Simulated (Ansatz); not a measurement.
# CH₇BN₂O: one species, many methods

An exercise on one series of results from a longer session: the logs are not shown, and one member is left open.

Program: Ansatz 0.2.0, Gaussian basis. Level of theory: functionals in def2-TZVPP, the program's frozen cores in correlated methods. These are calculated values, not measurements.

The runs, in order: PBE-D4, r2SCAN-D4, PBE0-D4, B3LYP-D4, ωB97X-V, ωB97M-V, B2PLYP; CCSD(T)/def2-TZVPP; MP2/def2-QZVPP; extrapolation to the limit.

### The relaxed structure

All runs share one geometry, relaxed beforehand with PBE0-D4 in a triple-zeta def2 set.

SMILES `NCB(N)O`, 12 atoms, charge 0, spin multiplicity 1.

Atoms are counted from 1 here; the program's logs count them from 0.

Bond lengths: N1–C2 1.468 Å, N1–H6 1.012 Å, N1–H7 1.011 Å, C2–B3 1.591 Å, C2–H8 1.097 Å, C2–H9 1.100 Å, B3–N4 1.404 Å, B3–O5 1.366 Å, N4–H10 1.003 Å, N4–H11 1.005 Å, O5–H12 0.970 Å. Angles: C2–N1–H6 110.5°, C2–N1–H7 111.8°, H6–N1–H7 106.8°, N1–C2–B3 109.2°, N1–C2–H8 107.6°, N1–C2–H9 113.9°, B3–C2–H8 107.0°, B3–C2–H9 113.0°, H8–C2–H9 105.7°, C2–B3–N4 122.9°, C2–B3–O5 117.3°, N4–B3–O5 119.8°, B3–N4–H10 123.3°, B3–N4–H11 122.2°, H10–N4–H11 114.5°, B3–O5–H12 106.8°.

The first run:

Input file in.yaml:

```yaml
crystal:
  periodic: [false, false, false]
  atoms:
    - {symbol: N, position_ang: [-1.305375, 0.894447, 0.793098]}
    - {symbol: C, position_ang: [-0.611387, -0.356377, 0.462754]}
    - {symbol: B, position_ang: [0.585496, -0.043295, -0.538130]}
    - {symbol: N, position_ang: [1.640387, -0.940097, -0.768113]}
    - {symbol: O, position_ang: [0.549092, 1.147516, -1.207251]}
    - {symbol: H, position_ang: [-0.786634, 1.413726, 1.490494]}
    - {symbol: H, position_ang: [-2.224450, 0.723909, 1.178906]}
    - {symbol: H, position_ang: [-1.319698, -0.997229, -0.076228]}
    - {symbol: H, position_ang: [-0.295810, -0.936203, 1.342318]}
    - {symbol: H, position_ang: [1.727629, -1.820641, -0.296401]}
    - {symbol: H, position_ang: [2.365987, -0.753065, -1.437711]}
    - {symbol: H, position_ang: [-0.248237, 1.612210, -0.909837]}
basis:
  gaussian: {orbitals: def2-TZVPP}
hamiltonian: {xc: pbe, dispersion: d4}
output: {forces: true, orbitals: {seedname: orbitals}}
```

Started as:

```bash
> ansatz run in.yaml --threads 4 --pin off --events-out ev --progress --plain --max-ram 10444MiB
```

Steps of the session up to this table: PBE-D4 (GGA); r2SCAN-D4 (meta-GGA); PBE0-D4 (hybrid); B3LYP-D4 (hybrid); ωB97X-V (range-separated); ωB97M-V (range-separated); B2PLYP (double hybrid); CCSD(T) in def2-TZVPP; MP2 in def2-QZVPP.

One of the session's tables, all rows but one given; the rest of the session is left out.

```
            method  atomisation energy (kJ/mol)
            PBE-D4                            ?
         r2SCAN-D4                       4672.7
           PBE0-D4                       4689.5
          B3LYP-D4                       4697.8
           ωB97X-V                       4688.5
           ωB97M-V                       4704.9
            B2PLYP                       4640.5
     HF/def2-TZVPP                       3298.9
    MP2/def2-TZVPP                       4618.3
   CCSD/def2-TZVPP                       4466.9
CCSD(T)/def2-TZVPP                       4536.2
           MP2/CBS                       4752.0
       CCSD(T)/CBS                       4669.9
```

**Question.** Estimate the row for PBE-D4.

The run gave: atomisation energy (kJ/mol): 4795.0. In the column «atomisation energy (kJ/mol)» it is the highest.
